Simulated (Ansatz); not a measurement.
# C5H12ClGaO: one species, many methods

The task here is to estimate one member of a computed series from the others.

Computed with Ansatz 0.2.0, Gaussian basis. Level: functionals in def2-TZVPP, the program's frozen cores in correlated methods.

The runs, in order: LDA (SPW92), PBE-D4, revPBE-D4, BLYP-D4, r2SCAN-D4, B97M-V, PBE0-D4, B3LYP-D4, r2SCANh-D4, r2SCAN0-D4, HSE06-D4, BHLYP-D4, CAM-B3LYP-D4, LC-ωPBE, ωB97X-V, ωB97M-V, B2PLYP, PBE-QIDH; CCSD(T)/def2-SVP; CCSD(T)/def2-TZVPP; MP2/def2-QZVPP; extrapolation to the limit; RPA on PBE.

### The geometry

An earlier PBE0-D4 in a triple-zeta def2 set relaxation fixed the geometry.

SMILES `C[CH2][Ga]([Cl])[O]C(C)C`, 20 atoms, charge 0, spin multiplicity 1.

Atoms are counted from 1 here; the program's logs count them from 0.

Bond lengths: C1–C2 1.524 Å, C1–H9 1.092 Å, C1–H10 1.092 Å, C1–H11 1.094 Å, C2–Ga3 1.954 Å, C2–H12 1.094 Å, C2–H13 1.094 Å, Ga3–Cl4 2.162 Å, Ga3–O5 1.773 Å, O5–C6 1.415 Å, C6–C7 1.517 Å, C6–C8 1.517 Å, C6–H14 1.098 Å, C7–H15 1.092 Å, C7–H16 1.093 Å, C7–H17 1.094 Å, C8–H18 1.094 Å, C8–H19 1.093 Å and more. Angles: C2–C1–H9 111.8°, C2–C1–H10 111.8°, C2–C1–H11 111.0°, H9–C1–H10 106.9°, H9–C1–H11 107.6°, H10–C1–H11 107.6°, C1–C2–Ga3 114.3°, C1–C2–H12 111.4°, C1–C2–H13 111.5°, Ga3–C2–H12 106.7°, Ga3–C2–H13 106.8°, H12–C2–H13 105.6°, C2–Ga3–Cl4 121.2°, C2–Ga3–O5 119.8°, Cl4–Ga3–O5 119.0°, Ga3–O5–C6 130.2°, O5–C6–C7 111.4°, O5–C6–C8 111.3° and more.

The first run:

in.yaml reads:

```yaml
crystal:
  periodic: [false, false, false]
  atoms:
    - {symbol: C, position_ang: [2.614957, -0.745180, -1.865534]}
    - {symbol: C, position_ang: [1.713011, 0.440133, -2.186302]}
    - {symbol: Ga, position_ang: [0.221238, 0.673124, -0.945329]}
    - {symbol: Cl, position_ang: [-1.236395, 2.245025, -1.228202]}
    - {symbol: O, position_ang: [0.049233, -0.419730, 0.439613]}
    - {symbol: C, position_ang: [-0.931076, -0.455882, 1.458811]}
    - {symbol: C, position_ang: [-0.909737, 0.811668, 2.292023]}
    - {symbol: C, position_ang: [-2.307007, -0.748477, 0.890917]}
    - {symbol: H, position_ang: [3.058683, -0.658697, -0.871597]}
    - {symbol: H, position_ang: [2.065951, -1.688846, -1.886918]}
    - {symbol: H, position_ang: [3.432848, -0.822126, -2.587883]}
    - {symbol: H, position_ang: [2.272620, 1.380731, -2.184665]}
    - {symbol: H, position_ang: [1.280648, 0.356246, -3.188064]}
    - {symbol: H, position_ang: [-0.640554, -1.295694, 2.104303]}
    - {symbol: H, position_ang: [0.096375, 0.997193, 2.674232]}
    - {symbol: H, position_ang: [-1.588581, 0.726757, 3.144425]}
    - {symbol: H, position_ang: [-1.223080, 1.672671, 1.694974]}
    - {symbol: H, position_ang: [-2.648651, 0.077311, 0.260475]}
    - {symbol: H, position_ang: [-3.036694, -0.885018, 1.693110]}
    - {symbol: H, position_ang: [-2.283780, -1.661192, 0.291610]}
basis:
  gaussian: {orbitals: def2-TZVPP}
hamiltonian: {xc: lda}
output: {orbitals: {seedname: orbitals}}
```

Launch:

```console
$ ansatz run in.yaml --threads 4 --pin off --events-out ev --progress --plain --max-ram 46080MiB --backend cuda --devices 0, --max-vram 37GiB
```

Among the steps run: LDA; PBE-D4 (GGA); revPBE-D4 (GGA); BLYP-D4 (GGA); r2SCAN-D4 (meta-GGA); B97M-V (meta-GGA); PBE0-D4 (hybrid); B3LYP-D4 (hybrid); r2SCANh-D4 (hybrid); r2SCAN0-D4 (hybrid); HSE06-D4 (hybrid); BHLYP-D4 (hybrid); CAM-B3LYP-D4 (range-separated); LC-ωPBE (range-separated); ωB97X-V (range-separated); ωB97M-V (range-separated); B2PLYP (double hybrid); PBE-QIDH (double hybrid).

One table of the session follows, with a row left open; its other results are not shown here.

It belongs to the step «Orbital energies across the functionals». 

```
  functional  HOMO (eV)  gap (eV)
 LDA (SPW92)      -6.60      4.99
      PBE-D4      -6.46      5.15
   revPBE-D4      -6.38      5.22
     BLYP-D4      -6.35      5.12
   r2SCAN-D4      -6.75      5.67
      B97M-V      -6.87      5.61
     PBE0-D4      -7.86      7.34
    B3LYP-D4      -7.63      6.86
  r2SCANh-D4      -7.27      6.48
  r2SCAN0-D4      -8.06      7.68
    HSE06-D4      -7.45      6.57
    BHLYP-D4      -9.16      9.41
CAM-B3LYP-D4      -9.26      9.65
     LC-ωPBE     -10.59     12.19
     ωB97X-V     -10.26     11.66
     ωB97M-V          ?         ?
```

Q: Estimate the row for ωB97M-V from the others.

As computed: HOMO (eV): -10.15; gap (eV): 11.30. In the column «HOMO (eV)» it lies between ωB97X-V (-10.26) and CAM-B3LYP-D4 (-9.26).
